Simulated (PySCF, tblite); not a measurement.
# C₁₂H₁₄: geometry, infrared bands, NMR shifts, spin-spin couplings and electronic excitations

Wanted: the infrared bands, NMR shifts, spin-spin couplings and electronic excitations of C₁₂H₁₄ (`C#C[C@@H](C=C)C1=C[C@H]2CC[C@@H]1C2`), by calculation.

Programs: tblite 0.8.0 and PySCF 2.14.0, with density-fitted response routines of our own. Each step states its level of theory. These are calculated values for one molecule in the gas phase, unless marked as measured. Atoms count from 0, in the outputs and in this text.

### 1 The molecule as given

26 atoms, charge 0, multiplicity 1; geometry from: force field or distance geometry start.

Bonds of the start (Å): C0–C1 1.20, C1–C2 1.49, C2–C3 1.47, C3–C4 1.35, C2–C5 1.48, C5–C6 1.35, C6–C7 1.50, C7–C8 1.50, C8–C9 1.54, C9–C10 1.48, C10–C11 1.54, C10–C5 1.50, C11–C7 1.52, C0–H12 1.07, C2–H13 1.12, C3–H14 1.08, C4–H15 1.07, C4–H16 1.07, C6–H17 1.09, C7–H18 1.07, C8–H19 1.10, C8–H20 1.12, C9–H21 1.13, C9–H22 1.12, C10–H23 1.07, C11–H24 1.10, C11–H25 1.09.

### 2 Geometry optimisation with GFN2-xTB

What the job is given:

```
{"job": {"kind": "relax", "xc": "GFN2-xTB", "basis": "xTB"}, "charge": 0, "multiplicity": 1}
C     -2.272200     2.677800     0.417300
C     -1.994900     1.516500     0.328900
C     -1.650100     0.073100     0.242600
C     -2.416100    -0.528000    -0.865100
C     -3.368800    -1.466200    -0.674700
C     -0.191900    -0.137000     0.165100
C      0.509500    -0.810000    -0.773800
C      1.909300    -1.038500    -0.298200
C      2.700400     0.223900    -0.482100
C      1.820800     1.187400     0.340200
C      0.873000     0.340900     1.107400
C      1.676700    -0.967300     1.202900
H     -2.558700     3.709700     0.504100
H     -2.077700    -0.364400     1.186600
H     -2.196500    -0.210900    -1.875200
H     -3.862400    -1.845100    -1.548800
H     -3.582700    -1.770000     0.327200
H      0.061600    -1.126700    -1.715200
H      2.378300    -1.938800    -0.650700
H      2.764000     0.581900    -1.521900
H      3.707100     0.135900    -0.003000
H      1.199300     1.778000    -0.396000
H      2.432600     1.895700     0.958500
H      0.517900     0.718700     2.047300
H      1.005000    -1.756700     1.573800
H      2.595500    -0.857400     1.775000
```

Started as:

```console
$ OMP_NUM_THREADS=2 python probes_run.py task.json out
```

The driver reads the jobs from task.json and runs them one after another.

**Question.** This job is followed by: GFN2-xTB harmonic vibrations, gas phase; PBE0-D3(BJ)/def2-SVP geometry optimisation, gas phase; GIAO PBE0/pcSseg-1 NMR shielding, non-relativistic, gas phase; B3LYP/pcJ-1 indirect spin-spin coupling, non-relativistic, gas phase; TDDFT wB97X-D/def2-SVPD, vertical, gas phase, core orbitals frozen in the response; GIAO KT2/pcSseg-1 NMR shielding, non-relativistic, gas phase. Predict these results of the whole session: strongest single infrared mode (GFN2-xTB); zero-point energy (GFN2-xTB); point group; rotational constants (main isotopes); 13C shifts against TMS (PBE0/pcSseg-1); 1H shifts against TMS (PBE0/pcSseg-1); largest coupling of the table (B3LYP/pcJ-1); lowest singlet (wB97X-D/def2-SVPD); brightest single state of those computed; lowest triplet; range of the shift of C6.

The runs gave:

| quantity | value |
| --- | --- |
| strongest single infrared mode (GFN2-xTB) | 3010 cm⁻¹, 133 km/mol |
| zero-point energy (GFN2-xTB) | 137.5 kcal/mol |
| point group | C1 |
| rotational constants (main isotopes) | 1.52, 0.74, 0.58 GHz |
| 13C shifts against TMS (PBE0/pcSseg-1) | 156.3, 145.7, 139.3, 124.7, 85.9, 77.1, 51.2, 47.6, 46.1, 40.4, 29.2, 28.1 ppm |
| 1H shifts against TMS (PBE0/pcSseg-1) | 5.88, 5.86, 5.41, 5.35, 3.78, 2.81, 2.62, 2.02, 1.67, 1.65, 1.42, 1.30, 1.05, 1.03 ppm |
| largest coupling of the table (B3LYP/pcJ-1) | 1J(C,H) C0–H12, 272.3 Hz |
| lowest singlet (wB97X-D/def2-SVPD) | 6.41 eV (194 nm), f = 0.045 |
| brightest single state of those computed | state 8, 7.47 eV, f = 0.426 |
| lowest triplet | 4.18 eV |
| range of the shift of C6 | 128.4 to 139.3 ppm |

Over 77 steps the energy fell by 0.697 eV; of the close pairs, C9–C10 changed most, 1.484 to 1.546 Å (GFN2-xTB). All 72 modes are real, so the xTB geometry is a minimum. GFN2-xTB is a fitted tight-binding method: band positions and strengths are rough. Its intensities can rank the bands wrongly. The start of the PBE0/def2-SVP relaxation was shaken at random by about 0.01 Å, so part of the energy gained, and of the first lengths quoted, undoes that. The optimisation took 9 steps and gained 0.305 eV; among the close pairs (by a distance rule), C4–H15 changed most, from 1.054 to 1.093 Å (PBE0/def2-SVP). At PBE0/pcSseg-1: Shielding is most anisotropic at C1 (span 297 ppm, paramagnetic term -168 ppm). In the run at B3LYP/pcJ-1, the largest coupling of the table is C0–H12, 272.3 Hz, of which the Fermi-contact term gives 272.9 Hz. Couplings across rotatable bonds belong to this one conformer; where others are populated, the observed values are averages. The first singlet state (HOMO→LUMO 0.81) lies at 6.41 eV and is weak; of the 10 states computed, the strongest absorption comes from state 8 at 7.47 eV. The lowest triplet lies 2.23 eV below the lowest singlet (triplets in Tamm-Dancoff, singlets in full TDDFT). In ppm, C6 moves most: its shift spreads over 10.9 ppm, from 128.4 (KT2/pcSseg-1) to 139.3 (PBE0/pcSseg-1). These values are for one conformer; the search (at its own cheap level) found 2 more, at 0.05, 3.48 kcal/mol, and measured spectra average over such forms.
